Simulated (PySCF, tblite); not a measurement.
# C₆H₁₄BClSi: geometry, infrared bands and NMR shifts

Wanted: the infrared bands and NMR shifts of C₆H₁₄BClSi (`CB(C)[Si@@H](Cl)CC1CC1`), by calculation.

Computed with tblite 0.8.0 and PySCF 2.14.0, with density-fitted response routines of our own, on a single molecule in the gas phase. Atoms count from 0, in the outputs and in this text.

### Step 1. The molecule as given

23 atoms, charge 0, multiplicity 1; geometry from: force field or distance geometry start.

Bonds of the start (Å): C0–B1 1.59, B1–C2 1.57, B1–Si3 1.95, Si3–Cl4 2.11, Si3–C5 1.87, C5–C6 1.54, C6–C7 1.53, C7–C8 1.53, C8–C6 1.53, C0–H9 1.10, C0–H10 1.11, C0–H11 1.12, C2–H12 1.12, C2–H13 1.11, C2–H14 1.12, Si3–H15 1.47, C5–H16 1.10, C5–H17 1.12, C6–H18 1.10, C7–H19 1.11, C7–H20 1.11, C8–H21 1.11, C8–H22 1.10.

### Step 2. Optimising the geometry with GFN2-xTB

What the job is given:

```
{"job": {"kind": "relax", "xc": "GFN2-xTB", "basis": "xTB"}, "charge": 0, "multiplicity": 1}
C     -2.356000    -1.368700    -0.659000
B     -1.888900     0.009500    -0.020100
C     -2.429100     1.398200    -0.526700
Si    -0.560500    -0.015500     1.402400
Cl    -1.309900    -1.112800     3.041700
C      1.011400    -0.825600     0.796200
C      1.576800    -0.038100    -0.395800
C      2.531100     1.101200    -0.042000
C      3.076400    -0.206100    -0.616800
H     -1.495400    -1.894000    -1.090200
H     -2.825600    -2.005000     0.124300
H     -3.115500    -1.183000    -1.455000
H     -2.936500     1.938300     0.317400
H     -1.589800     2.012900    -0.912300
H     -3.176400     1.259700    -1.345400
H     -0.273000     1.355500     1.848800
H      0.785600    -1.856900     0.476700
H      1.734400    -0.881000     1.644800
H      0.973500     0.089600    -1.311400
H      2.742900     1.244800     1.040500
H      2.507400     1.945300    -0.765300
H      3.617300    -0.822600     0.123900
H      3.394900    -0.118700    -1.666700
```

On the command line:

```console
> OMP_NUM_THREADS=1 python probes_run.py task.json out
```

The driver reads the jobs from task.json and runs them one after another.

**Question.** This job is followed by: GFN2-xTB harmonic vibrations, gas phase; GIAO PBE0/pcSseg-1 NMR shielding, non-relativistic, gas phase. Predict these results of the whole session: strongest single infrared mode (GFN2-xTB); zero-point energy (GFN2-xTB); 13C shifts against TMS (PBE0/pcSseg-1, means over atoms taken as alike); 1H shifts against TMS (PBE0/pcSseg-1, means over atoms taken as alike); 11B shifts against BF3·OEt2 (PBE0/pcSseg-1); 29Si shifts against TMS (PBE0/pcSseg-1); 35Cl shifts against HCl (PBE0/pcSseg-1).

**Answer**, as computed:

| quantity | value |
| --- | --- |
| strongest single infrared mode (GFN2-xTB) | 2144 cm⁻¹, 276 km/mol |
| zero-point energy (GFN2-xTB) | 116.3 kcal/mol |
| 13C shifts against TMS (PBE0/pcSseg-1, means over atoms taken as alike) | 29.3, 22.6, 9.6, 9.2, 7.2 ppm |
| 1H shifts against TMS (PBE0/pcSseg-1, means over atoms taken as alike) | 5.35, 1.77, 1.51, 0.53, 0.46, 0.40, 0.06, 0.00, -0.09 ppm |
| 11B shifts against BF3·OEt2 (PBE0/pcSseg-1) | 107.8 ppm |
| 29Si shifts against TMS (PBE0/pcSseg-1) | -14.8 ppm |
| 35Cl shifts against HCl (PBE0/pcSseg-1) | -59 ppm |

Relaxing lowered the energy by 0.534 eV in 173 steps; the close pair that moved most is Si3–C5, from 1.869 to 1.923 Å. No mode is imaginary among the 63: a minimum at this level. The strongest single mode, at 2144 cm⁻¹, moves mainly H15. Unscaled tight-binding wavenumbers are off by several per cent, some by more. Its intensities can rank the bands wrongly. At PBE0/pcSseg-1: The largest span, 210 ppm, is at B1, where the paramagnetic term is -204 ppm.
